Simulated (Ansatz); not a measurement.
# F3HOZr: the cost of one run

Program: Ansatz 0.2.0. Level of theory: RKS PBE0-D4/def2-SVP. These are calculated values, not measurements.

### Step 1. The system as given

Bond lengths: Zr1–O2 2.070 Å, O2–H3 1.010 Å, Zr1–F4 1.980 Å, Zr1–F5 1.979 Å, Zr1–F6 1.979 Å. Angles: Zr1–O2–H3 109.5°, O2–Zr1–F4 109.4°, O2–Zr1–F5 109.5°, O2–Zr1–F6 109.5°, F4–Zr1–F5 109.5°, F4–Zr1–F6 109.5°, F5–Zr1–F6 109.5°.

As a file:

```xyz
6

Zr    0.0000    0.0000    0.0000
O     0.0000    0.0000    2.0700
H    -0.9095   -0.2814    2.4071
F     1.8671    0.0000   -0.6593
F    -0.9326    1.6157   -0.6593
F    -0.9326   -1.6157   -0.6593
```

### Step 2. Relaxing the start

Contents of input.yaml:

```yaml
crystal:
  periodic: [false, false, false]
  atoms:
    - { symbol: Zr, position_ang: [0.0, 0.0, 0.0] }
    - { symbol: O, position_ang: [0.0, 0.0, 2.07] }
    - { symbol: H, position_ang: [-0.9095, -0.2814, 2.4071] }
    - { symbol: F, position_ang: [1.8671, 0.0, -0.6593] }
    - { symbol: F, position_ang: [-0.9326, 1.6157, -0.6593] }
    - { symbol: F, position_ang: [-0.9326, -1.6157, -0.6593] }
basis:
  gaussian: { orbitals: def2-SVP }
hamiltonian:
  xc: pbe0
  dispersion: d4
relax:
  f_tol: 0.02
  max_steps: 40
output:
  orbitals: {}
```

Started as:

```sh
ansatz run input.yaml --threads 1 --pin off --max-ram 2048MiB --backend cpu --events-out ev --progress --plain --runs-dir out
```

**Question.** How long does this run take on 1 thread of Arm Neoverse V1, shared host, and how much memory does it need?

About 46 s, with a peak of 0.19 GiB.
